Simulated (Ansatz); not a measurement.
Runs of Ansatz 0.2.0 on V. The cell holds a sheet with vacuum, 1 atom: a = 2.296 Å, b = 2.296 Å, c = 23.800 Å, α = 90.00°, β = 90.00°, γ = 90.00°. The cell was built by a generator and needn't be a form met in nature.

```csv
task,level,cutoff (eV),basis error allowed,gap on the mesh (eV),moment (μB),work function (eV)
work function,LDA,320,0.002 eV/atom,none,0.00,5.30
work function,PBE,321,0.002 eV/atom,none,0.00,5.03
single point,PBE,347,0.001 eV/atom,none,0.00,-
projected density of states,PBE,321,0.002 eV/atom,-,0.00,5.03
work function,PBEsol,321,0.002 eV/atom,none,0.00,(a)
```

Alike in all rows: potentials or basis all-electron LAPW, scalar-relativistic; spin collinear, ferromagnetic start; cell as given; k mesh 11 × 11 × 1; smearing fermi-dirac 0.05 eV.

Q: Fill in the values left out.

A: (a) 5.14.

Caveats: the starting moments weren't kept.

A gap of «none» marks a metal or a gap under the smearing width.
